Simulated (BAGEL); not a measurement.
# A workflow on C2H7NSi (SMILES C=C[SiH2]N)

Aim: the energy (HF/6-31G*), then a single-point energy (NEVPT2(2,2)/6-31G*), then the energy (CASPT2(2,2)/6-31G*) of C2H7NSi. 

The calculation is run with BAGEL 1.2.2.

1 further run of the same task is left out (set aside as unsound or not needed).

### Step 1. The molecule

C2H7NSi: 11 atoms, total charge 0, spin state singlet. SMILES: `C=C[SiH2]N`. The Si3–H8 distance was set to 2.009 Å, away from the relaxed value. At this shape a bond of the SMILES string is far longer than usual.

Bond lengths: C1–C2 1.330 Å, C2–Si3 1.865 Å, Si3–N4 1.715 Å, C1–H5 1.087 Å, C1–H6 1.087 Å, C2–H7 1.091 Å, Si3–H9 1.488 Å, N4–H10 1.006 Å, N4–H11 1.006 Å. Some angles: C1–C2–Si3 123.1°, C2–Si3–N4 114.9°, C1–C2–H7 118.1°, Si3–C2–H7 118.8°, C2–C1–H5 122.6°, C2–C1–H6 121.2°, C2–Si3–H9 108.4°, N4–Si3–H9 108.0°, Si3–N4–H10 121.5°, Si3–N4–H11 121.5°. A long bond or contact: Si3–H8 2.009 Å.

### Step 2. The energy at HF/6-31G(d) (density fitting with svp-jkfit, spherical functions) (run 1)

Input file input.json:

```json
{ "bagel" : [

{
  "title" : "molecule",
  "basis" : "6-31gs.json",
  "df_basis" : "svp-jkfit",
  "angstrom" : false,
  "geometry" : [
    { "atom" : "C", "xyz" : [    -0.94893353,     2.58747726,    -2.71173809 ] },
    { "atom" : "C", "xyz" : [     0.49746284,     2.34483643,    -0.67064490 ] },
    { "atom" : "Si", "xyz" : [     1.45593193,    -0.77906983,     0.64743907 ] },
    { "atom" : "N", "xyz" : [     0.33419051,    -3.34758558,    -0.97999307 ] },
    { "atom" : "H", "xyz" : [    -1.49884383,     4.41597626,    -3.46706162 ] },
    { "atom" : "H", "xyz" : [    -1.64945501,     0.94076992,    -3.72104081 ] },
    { "atom" : "H", "xyz" : [     1.14696171,     4.06089672,     0.26760412 ] },
    { "atom" : "H", "xyz" : [     0.18802775,    -1.01402704,     4.21900255 ] },
    { "atom" : "H", "xyz" : [     4.26538776,    -0.91550806,     0.65386414 ] },
    { "atom" : "H", "xyz" : [     1.09386041,    -3.88105526,    -2.63860569 ] },
    { "atom" : "H", "xyz" : [    -1.47371048,    -3.91147985,    -0.81955532 ] }
  ]
},

{
  "title" : "hf"
},

{
  "title" : "print",
  "file" : "orbitals.molden",
  "orbitals" : true
}

]}
```

The basis set 6-31G* is read from a file made from the Basis Set Exchange's data (not shown).

The run is started by

```
$ BAGEL_NUM_THREADS=1 BAGEL input.json > input.out
```

Output:

```text
* using 1 threads per process

  ===============================================================
  ===============================================================

  *** Geometry ***

  { "atom" : "C", "xyz" : [     -0.948934,      2.587477,     -2.711738 ] },
  { "atom" : "C", "xyz" : [      0.497463,      2.344836,     -0.670645 ] },
  { "atom" : "Si", "xyz" : [      1.455932,     -0.779070,      0.647439 ] },
[... 7 lines of this table left out ...]
  { "atom" : "H", "xyz" : [     -1.473710,     -3.911480,     -0.819555 ] },

  Number of auxiliary basis functions:      481

  Since a DF basis is specified, we compute 2- and 3-index integrals:
    o Being stored without compression. Storage requirement is 0.021 GB

  Number of basis functions:       74
  Number of electrons      :       40

    * METHOD: MOLECULE                             0.26

  *** RHF ***

  === Nuclear Repulsion ===
   157.4613298850

      * DIIS with orbital gradients will be used.

  === RHF iteration (6-31gs.json) ===
      0       -422.93449119          0.02058874           0.07
      1       -423.07521315          0.01019900           0.06
      2       -423.11732602          0.00178003           0.06
[... 9 lines of this table left out ...]
     12       -423.11898884          0.00000001           0.06
    * SCF iteration converged.

    * Permanent dipole moment:
           (    0.252444,    -0.057315,     1.040904) a.u.

    * METHOD: HF                                   1.02

    * METHOD: PRINT                                0.01

  ===============================================================
```

Wall time 1.4 s (1 thread of Arm Neoverse V1, shared host); peak memory 0.14 GiB.

### Step 3. The energy at NEVPT2(2,2)/6-31G(d) (density fitting with svp-jkfit, spherical functions) (run 2)

Input file calc.json:

```json
{ "bagel" : [

{
  "title" : "molecule",
  "basis" : "6-31gs.json",
  "df_basis" : "svp-jkfit",
  "angstrom" : "false",
  "geometry" : [
    { "atom" : "C", "xyz" : [ -0.94893353,  2.58747726, -2.71173809 ] },
    { "atom" : "C", "xyz" : [  0.49746284,  2.34483643, -0.67064490 ] },
    { "atom" : "Si", "xyz" : [  1.45593193, -0.77906983,  0.64743907 ] },
    { "atom" : "N", "xyz" : [  0.33419051, -3.34758558, -0.97999307 ] },
    { "atom" : "H", "xyz" : [ -1.49884383,  4.41597626, -3.46706162 ] },
    { "atom" : "H", "xyz" : [ -1.64945501,  0.94076992, -3.72104081 ] },
    { "atom" : "H", "xyz" : [  1.14696171,  4.06089672,  0.26760412 ] },
    { "atom" : "H", "xyz" : [  0.18802775, -1.01402704,  4.21900255 ] },
    { "atom" : "H", "xyz" : [  4.26538776, -0.91550806,  0.65386414 ] },
    { "atom" : "H", "xyz" : [  1.09386041, -3.88105526, -2.63860569 ] },
    { "atom" : "H", "xyz" : [ -1.47371048, -3.91147985, -0.81955532 ] }
  ]
},
{
  "title" : "hf"
},
{
  "title" : "nevpt2",
  "nstate" : 1,
  "nact" : 2,
  "nclosed" : 19,
  "active" : [18, 21],
  "maxiter" : 200,
  "natocc" : "true",
  "ncore" : 8
},
{
  "title" : "print",
  "file" : "orbitals.molden",
  "orbitals" : "true"
}

]}
```

The basis set 6-31G* is read from a file made from the Basis Set Exchange's data (not shown).

The run is started by

```
$ BAGEL_NUM_THREADS=1 BAGEL calc.json > calc.out
```

Output:

```text
* using 1 threads per process

  ===============================================================
  ===============================================================

  *** Geometry ***

  { "atom" : "C", "xyz" : [     -0.948934,      2.587477,     -2.711738 ] },
  { "atom" : "C", "xyz" : [      0.497463,      2.344836,     -0.670645 ] },
  { "atom" : "Si", "xyz" : [      1.455932,     -0.779070,      0.647439 ] },
[... 7 lines of this table left out ...]
  { "atom" : "H", "xyz" : [     -1.473710,     -3.911480,     -0.819555 ] },

[... 23 lines left out ...]
    * SCF iteration converged.
[... 1 line left out ...]
    * Permanent dipole moment:
[... 28 lines left out ...]
    * Second-order optimization converged. *
[... 9 lines left out ...]
     * ci vector, state   0, <S^2> = 0.0000
       2.     0.9956052951
       .2    -0.0936487924

  === DF-NEVPT2 calculation ===

    * 3-index integral transformation done
    * assembly done

      NEVPT2 correlation energy:   -0.4939700262      0.14

          (+0)     -0.3918945706
          (+0)'    -0.0328637257
          (+1)     -0.0193236312
          (+1)'    -0.0000000000
          (+2)     -0.0026700623
          (-1)     -0.0436836698
          (-1)'     0.0000000000
          (-2)     -0.0035343666

      NEVPT2 total energy:       -423.6197247613

    * METHOD: NEVPT2                               3.52

    * METHOD: PRINT                                0.01

  ===============================================================
```

Wall time 5.1 s (1 thread of Arm Neoverse V1, shared host); peak memory 0.14 GiB.

### Step 4. The energy at CASPT2(2,2)/6-31G(d) (density fitting with svp-jkfit, spherical functions) (run 3)

Input file job.json:

```json
{ "bagel" : [

{
  "title" : "molecule",
  "basis" : "6-31gs.json",
  "df_basis" : "svp-jkfit",
  "angstrom" : false,
  "geometry" : [
    { "atom" : "C", "xyz" : [ -0.94893353,  2.58747726, -2.71173809 ] },
    { "atom" : "C", "xyz" : [  0.49746284,  2.34483643, -0.67064490 ] },
    { "atom" : "Si", "xyz" : [  1.45593193, -0.77906983,  0.64743907 ] },
    { "atom" : "N", "xyz" : [  0.33419051, -3.34758558, -0.97999307 ] },
    { "atom" : "H", "xyz" : [ -1.49884383,  4.41597626, -3.46706162 ] },
    { "atom" : "H", "xyz" : [ -1.64945501,  0.94076992, -3.72104081 ] },
    { "atom" : "H", "xyz" : [  1.14696171,  4.06089672,  0.26760412 ] },
    { "atom" : "H", "xyz" : [  0.18802775, -1.01402704,  4.21900255 ] },
    { "atom" : "H", "xyz" : [  4.26538776, -0.91550806,  0.65386414 ] },
    { "atom" : "H", "xyz" : [  1.09386041, -3.88105526, -2.63860569 ] },
    { "atom" : "H", "xyz" : [ -1.47371048, -3.91147985, -0.81955532 ] }
  ]
},
{ "title" : "hf", "charge" : 0 },
{ "title" : "casscf", "nstate" : 1, "nact" : 2, "nclosed" : 19, "charge" : 0, "active" : [18, 21], "maxiter" : 200, "natocc" : true },
{ "title" : "print", "file" : "orbitals.molden", "orbitals" : true },
{ "title" : "smith", "method" : "caspt2", "ms" : true, "xms" : true, "sssr" : true, "shift" : 0.2, "shift_imag" : true, "ncore" : 8 }

]}
```

The basis set 6-31G* is read from a file made from the Basis Set Exchange's data (not shown).

The run is started by

```
$ BAGEL_NUM_THREADS=1 BAGEL job.json > job.out
```

Output:

```text
* using 1 threads per process

  ===============================================================
  ===============================================================

  *** Geometry ***

  { "atom" : "C", "xyz" : [     -0.948934,      2.587477,     -2.711738 ] },
  { "atom" : "C", "xyz" : [      0.497463,      2.344836,     -0.670645 ] },
  { "atom" : "Si", "xyz" : [      1.455932,     -0.779070,      0.647439 ] },
[... 7 lines of this table left out ...]
  { "atom" : "H", "xyz" : [     -1.473710,     -3.911480,     -0.819555 ] },

[... 25 lines left out ...]
    * Permanent dipole moment:
[... 37 lines left out ...]
     * ci vector, state   0, <S^2> = 0.0000
[... 21 lines left out ...]
       #      aibj      arbs      arbi      airj      risj      airs      arst      rist         Etot      error   time
[... 8 lines left out ...]
      ------------------------------------------------------------------------------------------------------------------

    * CASPT2 energy : state  0     -423.6159315290
        w/o shift correction       -423.6128623806
        reference weight              0.8496765621

    * METHOD: SMITH                                0.57

  ===============================================================
```

It took 5.4 s on 1 thread of Arm Neoverse V1, shared host; peak memory 0.14 GiB.

### Step 5. Results

```
                               quantity          value
         run 1, HF/6-31G*: total energy  -423.11899 Eh
        run 1, HF/6-31G*: dipole moment         2.73 D
          run 1, HF/6-31G*: HOMO energy       -9.85 eV
          run 1, HF/6-31G*: LUMO energy        3.48 eV
        run 1, HF/6-31G*: HOMO–LUMO gap       13.33 eV
run 2, NEVPT2(2,2)/6-31G*: total energy  -423.61972 Eh
run 3, CASPT2(2,2)/6-31G*: total energy  -423.61593 Eh
```
